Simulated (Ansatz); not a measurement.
# NbRu3: response to strain

NbRu3 is deformed so: zz strain of -1 %. What stress and forces result, by LAPW, PAW and all-electron datasets made for the crystal?

Program: Ansatz 0.2.0. Level of theory: DFT LDA, scalar-relativistic. These are calculated values, not measurements.

## Step 1: Starting point

Symmetry: Pm-3m, No. 221, cubic system. Conventional cell: a = 3.880 Å, b = 3.880 Å, c = 3.880 Å, α = 90.00°, β = 90.00°, γ = 90.00°. Nb (site symmetry m-3m) is surrounded by 12 Ru at 2.74 Å. Around Ru (site symmetry 4/mmm) lie 8 Ru at 2.74 Å and 4 Nb at 2.74 Å.

As a file:

```
Nb Ru
1.0
     3.88000    0.00000    0.00000
     0.00000    3.88000    0.00000
     0.00000    0.00000    3.88000
Nb Ru
1 3
Direct
  0.00000 0.00000 0.00000
  0.00000 0.50000 0.50000
  0.50000 0.00000 0.50000
  0.50000 0.50000 0.00000
```

Atoms are numbered in the order of the input: Nb1, Ru2, Ru3, Ru4.

## Step 2: After the deformation

Space group Pm-3m before, P4/mmm after.

## Step 3: LAPW, all electrons

The input, input.yaml:

```yaml
crystal:
  lattice:
    - [3.88, 0.0, 0.0]
    - [0.0, 3.88, 0.0]
    - [0.0, 0.0, 3.8412]
  atoms:
    - { symbol: Nb, position: [0.0, 0.0, 0.0] }
    - { symbol: Ru, position: [0.0, 0.5, 0.5] }
    - { symbol: Ru, position: [0.5, 0.0, 0.5] }
    - { symbol: Ru, position: [0.5, 0.5, 0.0] }
kpoints:
  mp_grid: { grid: [9, 9, 9] }
  band_path:
    path:
      - [0.0, 0.0, 0.0]
      - [0.0, 0.5, 0.0]
      - [0.5, 0.5, 0.0]
      - [0.0, 0.0, 0.0]
      - [0.0, 0.0, 0.5]
      - [0.0, 0.5, 0.5]
      - [0.5, 0.5, 0.5]
      - [0.0, 0.0, 0.5]
      - [0.0, 0.5, 0.0]
    npoints: 5
scf:
  occupations: { method: fermi_dirac, width: 0.05 }
hamiltonian:
  xc: lda
  pseudopotentials: { kind: all_electron, lapw: { basis_error: 0.001 } }
output:
  forces: true
  stress: true
  eigenvalues: true
```

Run with:

```bash
$ ansatz run input.yaml --threads 1 --pin off --max-ram 4096MiB --backend cpu --events-out ev --progress --plain --runs-dir out
```

## Step 4: PAW on the default files

The input, input.yaml:

```yaml
crystal:
  lattice:
    - [3.88, 0.0, 0.0]
    - [0.0, 3.88, 0.0]
    - [0.0, 0.0, 3.8412]
  atoms:
    - { symbol: Nb, position: [0.0, 0.0, 0.0] }
    - { symbol: Ru, position: [0.0, 0.5, 0.5] }
    - { symbol: Ru, position: [0.5, 0.0, 0.5] }
    - { symbol: Ru, position: [0.5, 0.5, 0.0] }
kpoints:
  mp_grid: { grid: [9, 9, 9] }
scf:
  occupations: { method: fermi_dirac, width: 0.05 }
hamiltonian:
  xc: lda
  pseudopotentials: { kind: paw }
output:
  forces: true
  stress: true
  eigenvalues: true
  efg: { contact_densities: true }
```

## Step 5: Datasets made for this crystal

input.yaml, as its differences from that of step 4:

```diff
@@ -16,3 +16,3 @@
   xc: lda
-  pseudopotentials: { kind: paw }
+  pseudopotentials: { kind: all_electron, datasets: crystal }
 output:
```

(Steps that only read results are left out.)

What does the calculation give? Wanted: pressure; largest shear or deviatoric stress.

The runs gave:

| quantity | value |
| --- | --- |
| pressure | LAPW -8.73, PAW -8.82, crystal datasets -8.73 GPa |
| largest shear or deviatoric stress (LAPW) | 1.04 GPa |

The largest part of the stress beyond the pressure is 1.04 GPa in size, in the zz component; the atoms are carried along and not relaxed. No run of the undeformed cell stands beside it, so pressure and stress hold what the given cell had before the change, as far as its symmetry allows. PAW: stress within 0.09 GPa of LAPW. Crystal datasets: stress within 0.01 GPa of LAPW.
